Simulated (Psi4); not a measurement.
# SnH2SO (SMILES [OH][Sn][SH]), step by step, part 2 of 2

Psi4 1.11. The steps go on from the part before.

## 3. A geometry optimisation at PBE0-D4/def2-TZVP (density fitting, core potential) (run 2)

calc.inp

```
memory 3.3 GB

molecule m {
  O     -1.067021    -1.150487    -0.068172
  Sn    -1.242556     0.851972    -0.321392
  S      1.155035     1.508661     0.001031
  H     -0.161757    -1.469751     0.112902
  H      1.577118     0.229497     0.211225
  symmetry c1
}

set {
  basis                   def2-TZVP
  scf_type                df
  geom_maxiter            50
  max_force_g_convergence 0.0002
}

optimize("pbe0-d4")
```

The run is started by

```
psi4 -n 2 calc.inp calc.out
```

calc.out:

```text
Psi4 1.11 release

gradient() will perform analytic gradient computation.

   => Loading Basis Set <=

    Name: DEF2-TZVP
    Role: ORBITAL
    Keyword: BASIS

    !!!  WARNING: ECP capability is in beta. Please check occupations closely.  !!!

   => PBE0-D4(BJ,EEQ)ATM: Empirical Dispersion <=

        a1 =       0.400856
        a2 =       5.029288
       alp =      16.000000
        s6 =       1.000000
        s8 =       1.200655
        s9 =       1.000000
        ga =       3.000000
        gc =       2.000000
        wf =       6.000000

         ---------------------------------------------------------
                                   SCF
                              RKS Reference
                        2 Threads,   3147 MiB Core
         ---------------------------------------------------------

  ==> Geometry <==

    Molecular point group: c1
    Full point group: C1

    Geometry (in Angstrom), charge = 0, multiplicity = 1:

       Center              X                  Y                   Z               Mass
    ------------   -----------------  -----------------  -----------------  -----------------
         O           -0.315354081078    -1.920046172946     0.162963325416    15.994914619570
         SN          -0.490889081078     0.082412827054    -0.090256674584   119.902201630000
         S            1.906701918922     0.739101827054     0.232166325416    31.972071174400
         H            0.589909918922    -2.239310172946     0.344037325416     1.007825032230
         H            2.328784918922    -0.540062172946     0.442360325416     1.007825032230

  Running in c1 symmetry.

  Rotational constants: A =      0.27862  B =      0.09467  C =      0.07066 [cm^-1]
  Rotational constants: A =   8352.94552  B =   2838.13522  C =   2118.36493 [MHz]
  Nuclear repulsion =  163.040475588569933

  Charge       = 0
  Multiplicity = 1
  Electrons    = 48
  Nalpha       = 24
  Nbeta        = 24

  ==> Algorithm <==

  SCF Algorithm Type is DF.
  DIIS enabled.
  MOM disabled.
  Fractional occupation disabled.
  Guess Type is SAD.
  Energy threshold   = 1.00e-08
  Density threshold  = 1.00e-08
  Integral threshold = 1.00e-12

  ==> Primary Basis <==

  Basis Set: DEF2-TZVP
    Blend: DEF2-TZVP
    Number of shells: 48
    Number of basis functions: 130
    Number of Cartesian functions: 149
    Spherical Harmonics?: true
    Max angular momentum: 3

  Core potential: DEF2-TZVP
    Number of shells: 4
    Number of ECP primitives: 18
    Number of ECP core electrons: 28
    Max angular momentum: 3

  ==> DFT Potential <==

   => LibXC <=

    Version 7.1.2

   => Composite Functional: PBE0-D4BJEEQATM <=

    PBE0-d4bjeeqatm Hyb-GGA Exchange-Correlation Functional

    Deriv               =              1
    GGA                 =           TRUE
    Meta                =          FALSE

    Exchange Hybrid     =           TRUE
    MP2 Hybrid          =          FALSE

   => Exchange Functionals <=

    0.7500   Perdew, Burke & Ernzerhof

   => Exact (HF) Exchange <=

    0.2500               HF

   => Correlation Functionals <=

    1.0000   Perdew, Burke & Ernzerhof

   => LibXC Density Thresholds  <==

    XC_HYB_GGA_XC_PBEH:  1.00E-15

   => Molecular Quadrature <=

    Radial Scheme          =       TREUTLER
    Pruning Scheme         =           NONE
    Nuclear Scheme         =       TREUTLER

    Blocking Scheme        =         OCTREE
    BS radius alpha        =              1
    Pruning alpha          =              1
    Radial Points          =             75
    Spherical Points       =            302
    Total Points           =         108833
    Total Blocks           =            874
    Max Points             =            256
    Max Functions          =            126
    Weights Tolerance      =       1.00E-15

   => Loading Basis Set <=

    Name: (DEF2-TZVP AUX)
    Role: JKFIT
    Keyword: DF_BASIS_SCF

  ==> Integral Setup <==

  DFHelper Memory: AOs need 0.062 GiB; user supplied 1.988 GiB.
  SCF_SUBTYPE=INCORE selected. In-core MEM_DF algorithm will be used.
  Using in-core AOs.

  ==> MemDFJK: Density-Fitted J/K Matrices <==

    J tasked:                   Yes
    K tasked:                   Yes
    wK tasked:                   No
    Memory [MiB]:              2036
    Algorithm:                 Core
    Schwarz Cutoff:           1E-12
    Mask sparsity (%):       2.9349
    Fitting Condition:        1E-10

   => Auxiliary Basis Set <=

  Basis Set: (DEF2-TZVP AUX)
    Blend: DEF2-UNIVERSAL-JKFIT
    Number of shells: 121
    Number of basis functions: 459
    Number of Cartesian functions: 597
    Spherical Harmonics?: true
    Max angular momentum: 5

  Cached 100.0% of DFT collocation blocks in 0.317 [GiB].

  Minimum eigenvalue in the overlap matrix is 3.9397396555E-03.
  Reciprocal condition number of the overlap matrix is 7.2931689516E-04.
    Using symmetric orthogonalization.

  ==> Pre-Iterations <==

  SCF Guess: Superposition of Atomic Densities via on-the-fly atomic UHF (no occupation information).

 WARNING: Atomic UHF is not converging! Try casting from a smaller basis or call Rob at CCMST.
   -------------------------
    Irrep   Nso     Nmo
   -------------------------
     A        130     130
   -------------------------
    Total     130     130
   -------------------------

  ==> Iterations <==

                           Total Energy        Delta E     RMS |[F,P]|

[... 1 line left out ...]
   @DF-RKS iter   1:  -688.42805785069788   -1.20271e+00   7.79725e-03 DIIS/ADIIS
[... 3 lines left out ...]
   @DF-RKS iter   5:  -688.81921543848978   -3.66392e-03   2.88204e-04 DIIS/ADIIS
[... 3 lines left out ...]
   @DF-RKS iter   9:  -688.81981880166143   -1.13497e-06   1.99813e-06 DIIS
[... 3 lines left out ...]
   @DF-RKS iter  13:  -688.81981883569426   -1.30740e-11   1.06662e-08 DIIS
[... 34 lines left out ...]
  @DF-RKS Final Energy:  -688.81981883569472
[... 6 lines left out ...]
    DFT Exchange-Correlation Energy =     -40.1095305948915524
[... 17 lines left out ...]
 Dipole X            :        -38.2266725           37.9901717           -0.2365007
[... 129 lines left out ...]
	                                 ==> Convergence Check <==
[... 89 lines left out ...]
    Weights Tolerance      =       1.00E-15
[... 61 lines left out ...]
   @DF-RKS iter   1:  -688.82098953245577    4.07584e-02   2.27959e-04 DIIS/ADIIS
[... 3 lines left out ...]
   @DF-RKS iter   5:  -688.82142392204162   -2.15627e-06   3.25311e-06 DIIS
[... 3 lines left out ...]
   @DF-RKS iter   9:  -688.82142401869896   -1.02318e-11   7.43347e-09 DIIS
[... 17 lines left out ...]
    Nuclear Repulsion Energy =            167.0491268610580846
[... 3 lines left out ...]
    Empirical Dispersion Energy =          -0.0036914062174004
[... 17 lines left out ...]
 Dipole Y            :          8.1882403           -8.1683497            0.0198907
[... 93 lines left out ...]
	Measures of convergence in internal coordinates in au.
[... 113 lines left out ...]
                           Total Energy        Delta E     RMS |[F,P]|
[... 4 lines left out ...]
   @DF-RKS iter   3:  -688.82155490728883   -8.76794e-05   1.21593e-05 DIIS
[... 3 lines left out ...]
   @DF-RKS iter   7:  -688.82155573663988   -8.17295e-10   9.44544e-08 DIIS
[... 9 lines left out ...]
    Final Occupation by Irrep:
[... 11 lines left out ...]
    Two-Electron Energy =                 548.8002077104476939
[... 3 lines left out ...]
    Total Energy =                       -688.8215557367246902
[... 59 lines left out ...]
    Weights Tolerance      =       1.00E-15
[... 56 lines left out ...]
	  Convergence Criteria              o    2.00e-04 *             o             o             o
[... 109 lines left out ...]
   @DF-RKS iter   1:  -688.82153888593041   -3.27781e-04   4.80960e-05 DIIS
[... 3 lines left out ...]
   @DF-RKS iter   5:  -688.82156228544329   -4.06627e-07   9.66460e-07 DIIS
[... 3 lines left out ...]
   @DF-RKS iter   9:  -688.82156229460054   -2.95586e-12   7.44615e-09 DIIS
[... 17 lines left out ...]
    Nuclear Repulsion Energy =            166.5371128573164583
[... 3 lines left out ...]
    Empirical Dispersion Energy =          -0.0036799657892004
[... 17 lines left out ...]
 Dipole Y            :          8.4065907           -8.3801373            0.0264534
[... 93 lines left out ...]
	Measures of convergence in internal coordinates in au.
[... 107 lines left out ...]
                           Total Energy        Delta E     RMS |[F,P]|
[... 4 lines left out ...]
   @DF-RKS iter   3:  -688.82157782530089   -2.68447e-05   1.13402e-05 DIIS
[... 3 lines left out ...]
   @DF-RKS iter   7:  -688.82157884698188   -5.34601e-09   1.14290e-07 DIIS
[... 9 lines left out ...]
    Final Occupation by Irrep:
[... 11 lines left out ...]
    Two-Electron Energy =                 548.7701272804549717
[... 3 lines left out ...]
    Total Energy =                       -688.8215788471219412
[... 59 lines left out ...]
    Weights Tolerance      =       1.00E-15
[... 56 lines left out ...]
	  Convergence Criteria              o    2.00e-04 *             o             o             o
[... 103 lines left out ...]
   @DF-RKS iter   1:  -688.82158558896424    2.86878e-04   1.91134e-05 DIIS
[... 3 lines left out ...]
   @DF-RKS iter   5:  -688.82158954996237   -4.47375e-08   5.50514e-07 DIIS
[... 3 lines left out ...]
  Energy and wave function converged.
[... 26 lines left out ...]
    Final Occupation by Irrep:
              A
    DOCC [    24 ]
    NA   [    24 ]
    NB   [    24 ]

  @DF-RKS Final Energy:  -688.82158955244677

   => Energetics <=

    Nuclear Repulsion Energy =            166.4718655852927043
    One-Electron Energy =               -1363.9450284172444299
    Two-Electron Energy =                 548.7933045370308491
    DFT Exchange-Correlation Energy =     -40.1380543815854693
    Empirical Dispersion Energy =          -0.0036768759405828
    VV10 Nonlocal Energy =                  0.0000000000000000
    Total Energy =                       -688.8215895524467669

Computation Completed

Properties will be evaluated at   0.000000,   0.000000,   0.000000 [a0]

Properties computed using the SCF density matrix

 Multipole Moments:

 ------------------------------------------------------------------------------------
     Multipole            Electronic (a.u.)      Nuclear  (a.u.)        Total (a.u.)
 ------------------------------------------------------------------------------------

 L = 1.  Multiply by 2.5417464519 to convert [e a0] to [Debye]
 Dipole X            :        -37.3816474           37.2381334           -0.1435140
 Dipole Y            :          8.2563670           -8.2444559            0.0119112
 Dipole Z            :         -7.0567409            7.0310349           -0.0257060
 Magnitude           :                                                    0.1462838

 ------------------------------------------------------------------------------------

	total time  =         15 seconds =       0.25 minutes

         ------------------------------------------------------------
                                   SCF GRAD
         ------------------------------------------------------------

  ==> Geometry <==

    Molecular point group: c1
    Full point group: C1

    Geometry (in Angstrom), charge = 0, multiplicity = 1:

       Center              X                  Y                   Z               Mass
    ------------   -----------------  -----------------  -----------------  -----------------
         O           -0.308092924391    -1.874196415678     0.157658600766    15.994914619570
         SN          -0.480751064159     0.079200803715    -0.087756902071   119.902201630000
         S            1.865854037760     0.727167769814     0.225666709814    31.972071174400
         H            0.565018587068    -2.230389126634     0.339121614558     1.007825032230
         H            2.328155187782    -0.515919697716     0.440257519007     1.007825032230

  Nuclear repulsion =  166.471865585292704

   => Molecular Quadrature <=

    Radial Scheme          =       TREUTLER
    Pruning Scheme         =           NONE
    Nuclear Scheme         =       TREUTLER

    Blocking Scheme        =         OCTREE
    BS radius alpha        =              1
    Pruning alpha          =              1
    Radial Points          =             75
    Spherical Points       =            302
    Total Points           =         108769
    Total Blocks           =            873
    Max Points             =            256
    Max Functions          =            126
    Weights Tolerance      =       1.00E-15

  -Total Gradient:
     Atom            X                  Y                   Z
    ------   -----------------  -----------------  -----------------
       1       -0.000057052572    -0.000014072368     0.000006815481
       2       -0.000036679515     0.000092559841    -0.000023933439
       3       -0.000044378923    -0.000023217034    -0.000000194683
       4        0.000056714610     0.000053441127    -0.000007548327
       5        0.000077764062     0.000025985417     0.000009265530

	total time  =          8 seconds =       0.13 minutes

    			-----------------------------------------

    			 OPTKING 3.0: for geometry optimizations

    			        with contributions from

    			-----------------------------------------

	                            ===> Fragment 1 <==

	 Z (Atomic Numbers)          Masses                          Geom
	       8.000000            15.994915         -0.58221125 -3.54171793  0.29793158
	      50.000000            119.902202        -0.90848785  0.14966783 -0.16583651
	      16.000000            31.972071          3.52595312  1.37414793  0.42644828
	       1.000000             1.007825          1.06773039 -4.21482460  0.64084697
	       1.000000             1.007825          4.39957568 -0.97494693  0.83196614

	 - Coordinate -           - BOHR/RAD -       - ANG/DEG -
	 R(1,2)           =         3.734684           1.976310
	 R(1,4)           =         1.814655           0.960274
	 R(2,3)           =         4.638364           2.454516
[... 5 lines of this table left out ...]
	 D(3,2,1,4)       =        -0.001762          -0.100936

	        --- Internal Coordinate Step in ANG or DEG, aJ/ANG or AJ/DEG ---
	-------------------------------------------------------------------------------
	           Coordinate      Previous         Force          Change          New
	           ----------      --------        ------          ------        ------
	               R(1,2)       1.97631       -0.00013       -0.00010       1.97621
	               R(1,4)       0.96027       -0.00034       -0.00003       0.96025
	               R(2,3)       2.45452       -0.00018       -0.00010       2.45442
[... 5 lines of this table left out ...]
	           D(3,2,1,4)      -0.10094        0.00000        0.15891       0.05798
	-------------------------------------------------------------------------------

	                                 ==> Convergence Check <==

	Measures of convergence in internal coordinates in au.

	Criteria marked as inactive (o), active & met (*), and active & unmet ( ).

	----------------------------------------------------------------------------------------------
	   Step    Total Energy     Delta E     Max Force     RMS Force      Max Disp      RMS Disp
	----------------------------------------------------------------------------------------------
	  Convergence Criteria              o    2.00e-04 *             o             o             o
	----------------------------------------------------------------------------------------------
	     6    -688.82158955   -1.07e-05 o    1.87e-04 *    7.71e-05 o    2.77e-03 o    1.15e-03 o  ~
	----------------------------------------------------------------------------------------------

Next Geometry in Ang
	Fragment 1 (Ang)

	    O  -0.3077840743  -1.8742346417   0.1566824203
	   Sn  -0.4801550416   0.0792088245  -0.0877927871
	    S   1.8660279187   0.7278624555   0.2266138495
	    H   0.5645008669  -2.2311161719   0.3406094956
	    H   2.3275941545  -0.5158571330   0.4388345638

    Final optimized geometry and variables:
    Molecular point group: c1
    Full point group: C1

    Geometry (in Angstrom), charge = 0, multiplicity = 1:

    O           -0.308092924391    -1.874196415678     0.157658600766
    SN          -0.480751064159     0.079200803715    -0.087756902071
    S            1.865854037760     0.727167769814     0.225666709814
    H            0.565018587068    -2.230389126634     0.339121614558
    H            2.328155187782    -0.515919697716     0.440257519007

    Psi4 run time: 0:03:18.52

[set-up sections that repeat, and orbital energies of the middle runs, are left out above]
```

The script printed:

```text
Optimizer: Optimization complete!
```

Run time: 3.4 min. Hardware: 2 threads of Intel Xeon at 2.50GHz (Skylake/Cascade Lake), shared host; peak memory 0.78 GiB.

Step by step:

| step | energy from the first frame kept (eV) | largest force (eV/Å) |
| --- | --- | --- |
| 0 | 0.0000 | 0.9074 |
| 1 | -0.0437 | 0.3095 |
| 2 | -0.0473 | 0.0920 |
| 3 | -0.0474 | 0.0515 |
| 4 | -0.0479 | 0.0413 |
| 5 | -0.0482 | 0.0053 |

After the run. Bond lengths: O1–Sn2 1.976 Å, Sn2–S3 2.455 Å, O1–H4 0.960 Å, S3–H5 1.344 Å. Angles: O1–Sn2–S3 99.3°, Sn2–O1–H4 118.0°, Sn2–S3–H5 96.0°.

Runs 3 to 9 aren't shown in full; the table further down has their settings and results.

## 4. The energy at MP2/def2-QZVPP (density fitting, core potential, density fitting for correlation) (run 10)

job.inp

```
memory 3300 mb

molecule molecule1 {
  O     -1.059760    -1.104637    -0.073477
  Sn    -1.232418     0.848760    -0.318892
  S      1.114187     1.496727    -0.005469
  H     -0.186648    -1.460830     0.107986
  H      1.576488     0.253639     0.209122
  symmetry c1
}

set globals {
  basis def2-QZVPP
  scf_type df
  num_frozen_docc 10
}

energy('mp2')
```

The run is started by

```
psi4 -i job.inp -o job.out -n 2
```

job.out, cut to the lines that bear on the results:

```text
[...]
    !!!  WARNING: ECP capability is in beta. Please check occupations closely.  !!!
[...]
  Running in c1 symmetry.
[...]
  Nuclear repulsion =  166.471874082787167
[...]
  Multiplicity = 1
[...]
  Nalpha       = 24
  Nbeta        = 24
[...]
    Number of basis functions: 269
[...]
   @DF-RHF iter   1:  -686.78927591880097   -1.83355e+00   2.93283e-03 ADIIS/DIIS
[...]
   @DF-RHF iter  12:  -687.03760687326405   -1.16529e-10   8.19334e-09 DIIS
[...]
    Orbital Energies [Eh]
    ---------------------
    Doubly Occupied:
       1A    -91.944579     2A    -20.541493     3A     -8.947543
       4A     -6.628818     5A     -6.627995     6A     -6.627482
       7A     -5.883529     8A     -4.075449     9A     -4.069975
      10A     -4.066552    11A     -1.365373    12A     -1.341608
      13A     -1.340396    14A     -1.336347    15A     -1.330059
      16A     -1.267961    17A     -0.943998    18A     -0.676100
      19A     -0.573021    20A     -0.536860    21A     -0.491702
      22A     -0.443199    23A     -0.378273    24A     -0.349866
[...]
  @DF-RHF Final Energy:  -687.03760687326405
   => Energetics <=
    Nuclear Repulsion Energy =            166.4718740827871670
    One-Electron Energy =               -1363.4426160135053578
    Two-Electron Energy =                 509.9331350574542512
    Total Energy =                       -687.0376068732640533
[...]
 Multipole Moments:
 ------------------------------------------------------------------------------------
     Multipole            Electronic (a.u.)      Nuclear  (a.u.)        Total (a.u.)
 ------------------------------------------------------------------------------------
 L = 1.  Multiply by 2.5417464519 to convert [e a0] to [Debye]
 Dipole X            :        -37.4191786           37.2381313           -0.1810473
 Dipole Y            :          8.3107220           -8.2444547            0.0662673
 Dipole Z            :         -7.0689294            7.0310223           -0.0379071
 Magnitude           :                                                    0.1964852
[...]
```

Run time: 37 s. Hardware: 2 threads of Intel Xeon at 2.50GHz (Skylake/Cascade Lake), shared host; peak memory 0.7 GiB.

## 5. All runs side by side

```csv
run,level,geom maxiter,max force g convergence,energy (Eh),HOMO energy (eV),LUMO energy (eV),HOMO–LUMO gap (eV),wall time
1,"PBE-D4/def2-SVP (density fitting, core potential)",60,0.0005,-688.541151,-6.05,-2.85,3.21,4.8 min
2,"PBE0-D4/def2-TZVP (density fitting, core potential)",50,0.0002,-688.821590,-7.36,-2.26,5.10,3.4 min
3,PBE0-D4/def2-TZVP (density fitting),–,–,timeout,–,–,–,13 min
4,"PBE-D4/def2-TZVPP (density fitting, core potential)",–,–,-688.791907,-6.33,-2.91,3.42,70 s
5,r2SCAN-D4/def2-TZVPP (density fitting),–,–,timeout,–,–,–,2 min
6,"B3LYP-D4/def2-TZVPP (density fitting, core potential)",–,–,-689.137646,-7.18,-2.48,4.70,1.7 min
7,"PBE0-D4/def2-TZVPP (density fitting, core potential)",–,–,-688.823995,-7.36,-2.26,5.10,1.7 min
8,wB97M-V/def2-TZVPP (density fitting),–,–,timeout,–,–,–,2 min
9,"CCSD(T)/def2-TZVPP (density fitting, density fitting for correlation)",–,–,timeout,–,–,–,7.9 min
10,"MP2/def2-QZVPP (density fitting, core potential, density fitting for correlation)",–,–,-688.017813,-9.52,0.28,9.80,37 s
```

## 6. What came out

The summary covers parts 1 to 2.

| quantity | value |
| --- | --- |
| run 10, MP2/def2-QZVPP: total energy | -688.01781 Eh |
| run 10, MP2/def2-QZVPP: HOMO energy (Hartree–Fock orbitals) | -9.52 eV |
| run 10, MP2/def2-QZVPP: LUMO energy (Hartree–Fock orbitals) | 0.28 eV |
| run 10, MP2/def2-QZVPP: HOMO–LUMO gap (Hartree–Fock orbitals) | 9.80 eV |
| run 10, MP2/def2-QZVPP: correlation energy (10 core orbitals frozen) | -980.2 mEh |

Over runs 4, 6, 7 the dipole moment (its size) runs from 0.34 D (PBE-D4/def2-TZVPP) to 0.47 D (B3LYP-D4/def2-TZVPP). Over runs 4, 6, 7 the HOMO–LUMO gap runs from 3.42 eV (PBE-D4/def2-TZVPP) to 5.10 eV (PBE0-D4/def2-TZVPP). Totals of different functionals can't be ranked against each other. All runs together took 38 min, the longest 13 min. 4 of the 10 runs did not end normally.
